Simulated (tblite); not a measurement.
# C13H11N3Si: the cost of one run

Computed with tblite 0.8.0 and PySCF 2.14.0 and routines of our own; the level stands in each step. Atoms count from 0.

## 1. The system as given

28 atoms, charge 0, multiplicity 1; geometry from: force field or distance geometry start.

## 2. Relaxing the molecule with GFN2-xTB

What the job is given:

```
{"job": {"kind": "relax", "xc": "GFN2-xTB", "basis": "xTB"}, "charge": 0, "multiplicity": 1}
C     -7.449600     0.859500     0.444400
N     -6.314800     0.673800     0.302900
C     -4.940800     0.436600     0.158500
C     -4.311000     0.909100    -1.001800
C     -2.942900     0.666100    -1.140100
C     -2.221400    -0.013100    -0.162300
N     -0.845400    -0.252300    -0.364500
N     -0.160000     0.309300     0.531900
C      1.211900     0.072400     0.322900
C      1.751100    -1.212800     0.348200
C      3.126500    -1.410000     0.165000
C      3.987200    -0.317700    -0.025900
Si     5.827600    -0.570900    -0.257800
C      3.441100     0.976700    -0.037600
C      2.058300     1.174500     0.144700
C     -2.891000    -0.477100     0.994600
C     -4.255300    -0.246500     1.149900
H     -4.865900     1.429000    -1.760800
H     -2.430100     1.022000    -2.034400
H      1.111000    -2.067700     0.505600
H      3.509900    -2.421300     0.190300
H      6.577600     0.601800     0.262000
H      6.273800    -1.791700     0.460900
H      6.125700    -0.730900    -1.715000
H      4.066900     1.860700    -0.172600
H      1.641500     2.171200     0.144700
H     -2.333600    -1.016300     1.746400
H     -4.769000    -0.606900     2.039200
```

Launch:

```bash
> OMP_NUM_THREADS=1 python excited_run.py task.json out
```

One launch serves the whole session: the jobs run in the order shown.

**Question.** How long does this run take on 1 thread of Arm Neoverse V2, shared host?

About 2.5 s.
